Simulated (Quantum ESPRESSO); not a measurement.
Crystal: TiCo.

```
CELL_PARAMETERS angstrom
2.98611 0.00000 0.00000
0.00000 2.98611 0.00000
0.00000 0.00000 2.98611
ATOMIC_POSITIONS crystal
Co 0.50000 0.50000 0.50000
Ti 0.00000 0.00000 0.00000
```

The cell comes from a database or a generator and needn't be the stable form of this composition.

```yaml
Program: Quantum ESPRESSO 7.5
Task: single point
Functional: PBEsol
Potentials_or_basis: GBRV 1.5 PBEsol
Cutoff: 762 eV
Density_cutoff: 6095 eV
k_mesh: 9 × 9 × 9
Occupations: fermi-dirac, width 0.05 eV
Spin: collinear spin, ferromagnetic start
Starting_moments: "[2.0, 1.0] μB"
```

On this cell: pressure -8.4 GPa; largest force zero by symmetry; net moment 0.68 μB per cell; site moments Co +0.80; Ti -0.06 μB; band gap on the k mesh none (metal or under the smearing width).

The same run follows on a disturbed copy (atoms moved at random, drawn with an rms of 0.05 Å):

```
CELL_PARAMETERS angstrom
2.98611 0.00000 0.00000
0.00000 2.98611 0.00000
0.00000 0.00000 2.98611
ATOMIC_POSITIONS crystal
Co 0.50552 0.50227 0.49660
Ti 0.00479 0.99145 0.99640
```

Problem. What changes?

Solution. The energy (extrapolated to zero smearing) moves by +1.2 meV/atom; pressure -8.4 GPa; largest force 0.145 eV/Å; net moment 0.67 μB per cell; site moments Co +0.79; Ti -0.06 μB; band gap on the k mesh none (metal or under the smearing width).

Forces on the atoms (eV/Å):
```
Co  -0.010 -0.145 -0.003
Ti   0.010  0.145  0.003
```
